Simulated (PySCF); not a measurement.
# The bond of RbCa−, level by level

One job finds the state of RbCa−, follows it along the bond with each method and fits the curves.

Method: Rb def2-SVPD with ECP28, Ca def2-SVPD, scalar-relativistic core potentials; program: PySCF 2.14.0.

4 further runs of the same task are left out: 4 set aside as unsound or not needed.

## 1. Input

The job is set up so:

| Property | Result |
| --- | --- |
| atoms | Rb, Ca |
| charge | -1 |
| basis | Rb def2-SVPD with ECP28, Ca def2-SVPD |
| Hamiltonian | scalar-relativistic core potentials |
| basis functions | 54 |
| electrons treated | 30 |
| masses in u | 84.9118, 39.9626 |
| levels | PBE0, PBE, r²SCAN, r²SCANh, M06, PBEsol, MP2, SCS-MP2, CCSD, CCSD(T) |
| grid | 80 radial by 434 angular points |
| occupations | held fixed by the projection of orbital angular momentum |
| dissociation limit | Rb− + Ca, each in its ground configuration |
| starting distance in angstrom | 3.750 |
| values of 2S to try | 0, 2 |

Command:

```console
> OMP_NUM_THREADS=1 python dia.py task.json out
```

The runs that follow: First curve: PBE0; PBE (GGA); r²SCAN (meta-GGA); r²SCANh; M06; PBEsol (GGA); Adding correlation.

Q: Predict the outcome of this session. Wanted: for each run, Re; ωe; De; μ.

The runs gave:

Lowest PBE0 solution found, without spin–orbit coupling: ¹Σ⁺ (singlet), closed shell.

| level | Re (Å) | ωe (cm⁻¹) | De (eV) | μ (D) |
| --- | --- | --- | --- | --- |
| RHF-MP2 | 4.797 | 45.2 | 0.298 | n/a |
| RHF-SCS-MP2 | 4.894 | 41.8 | 0.259 | n/a |
| RHF-CCSD | 4.839 | 44.1 | 0.276 | n/a |
| RHF-CCSD(T) | 4.758 | 48.3 | 0.338 | n/a |
| PBE | 4.681 | 51.5 | 0.451 | -0.80 |
| PBEsol | 4.610 | 53.7 | 0.478 | -0.89 |
| r²SCAN | 4.745 | 51.3 | 0.446 | -1.23 |
| r²SCANh | 4.750 | 51.0 | 0.430 | -1.23 |
| PBE0 | 4.734 | 50.5 | 0.400 | -1.05 |
| M06 | 4.425 | 60.6 | 0.465 | -1.41 |

De is counted to Rb− + Ca in their ground configurations. A positive dipole points from Rb to Ca; in an ion it is taken about the centre of mass and does not tell which atom is negative.

Bond lengths run from 4.425 Å (M06) to 4.894 Å (RHF-SCS-MP2). Of the levels with a De here, RHF-SCS-MP2 gives the least (0.259 eV) and PBEsol the most (0.478 eV).

Correlated steps freeze 5 core orbitals. T1 is 0.025 near the minimum (highest on the curve 0.027), which may point to more than one leading configuration. With some functionals the highest level of the anion is positive, from self-interaction error or because the anion is truly unbound there; the finite basis then holds the extra electron, and no neutral molecule was run to test the binding. Spin–orbit coupling is left out.
